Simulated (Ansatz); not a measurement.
Write a Python script for the Python package of Ansatz (0.2.0) that makes vertical spin-state energies of CH7BrGe2, SMILES [GeH3][CH2][GeH2][Br]. Settings (for the species named): MP2, def2-SVPD basis, multiplicity 1.

```yaml
atoms:
  - { symbol: Ge, position_ang: [-1.5457, 0.4352, 0.1230] }
  - { symbol: C, position_ang: [-0.1266, -0.7510, -0.4779] }
  - { symbol: Ge, position_ang: [1.5776, -0.1431, 0.2358] }
  - { symbol: Br, position_ang: [2.1088, 1.9407, -0.6567] }
  - { symbol: H, position_ang: [-2.9039, -0.0681, -0.4281] }
  - { symbol: H, position_ang: [-1.5848, 0.4454, 1.6724] }
  - { symbol: H, position_ang: [-1.2751, 1.8698, -0.3976] }
  - { symbol: H, position_ang: [-0.0857, -0.7490, -1.5864] }
  - { symbol: H, position_ang: [-0.3306, -1.7798, -0.1168] }
  - { symbol: H, position_ang: [1.4831, -0.0405, 1.7796] }
  - { symbol: H, position_ang: [2.6828, -1.1597, -0.1474] }
```

Script `spin.py`:
```python
# -*- coding: utf-8 -*-
"""Vertical spin-state energies of CH7BrGe2."""

import logging
import sys

import ansatz as az

logging.basicConfig(stream=sys.stdout, format="%(levelname)s %(message)s")
logger = logging.getLogger("calc")
logger.setLevel(logging.INFO)

BASIS_SET = "def2-SVPD"
METHOD = "mp2"


def main():
    ch7brge2 = (
        az.Crystal.molecule()
        .atom("Ge", [-1.5457, 0.4352, 0.123])
        .atom("C", [-0.1266, -0.751, -0.4779])
        .atom("Ge", [1.5776, -0.1431, 0.2358])
        .atom("Br", [2.1088, 1.9407, -0.6567])
        .atom("H", [-2.9039, -0.0681, -0.4281])
        .atom("H", [-1.5848, 0.4454, 1.6724])
        .atom("H", [-1.2751, 1.8698, -0.3976])
        .atom("H", [-0.0857, -0.749, -1.5864])
        .atom("H", [-0.3306, -1.7798, -0.1168])
        .atom("H", [1.4831, -0.0405, 1.7796])
        .atom("H", [2.6828, -1.1597, -0.1474])
    )

    setup = (
        ch7brge2.calculation()
        .basis(gaussian=BASIS_SET)
        .correlation(METHOD)
    )
    found = {}
    for unpaired in [0, 2]:
        r = setup.spin("collinear", total=unpaired).run(threads=1, pin="off").report
        s = unpaired / 2
        found[unpaired] = r["free_energy_ev"]
        logger.info(f"2S+1 = {unpaired + 1}: E = {found[unpaired]:.5f} eV, <S^2> = {abs(r['mean_field']['state']['spin_squared']):.3f} (pure state {s * (s + 1):.2f})")
    lowest = min(found, key=found.get)
    for unpaired, e in found.items():
        logger.info(f"multiplicity {unpaired + 1}: {(e - found[lowest]):.3f} eV above the lowest")


if __name__ == "__main__":
    main()
```

```console
$ python spin.py
INFO 2S+1 = 1: E = -184088.81685 eV, <S^2> = 0.000 (pure state 0.00)
INFO 2S+1 = 3: E = -184082.56494 eV, <S^2> = 2.013 (pure state 2.00)
INFO multiplicity 1: 0.000 eV above the lowest
INFO multiplicity 3: 6.252 eV above the lowest
```

In order: multiplicity 1 (+0.00 eV) and multiplicity 3 (+6.25 eV), all at the one geometry.

Notes:
- Total energies depend on the basis set; only differences at equal settings carry meaning.
- The geometry is a force-field or estimated start, not a minimum of this method, and the basis set is short of its limit. All parts are taken at fixed geometry, without zero-point energy.
- S² is that of the Hartree-Fock reference.
- Timing: 4.1 min on 1 thread of Arm Neoverse V2, on a shared host, peak memory 1.1 GiB.
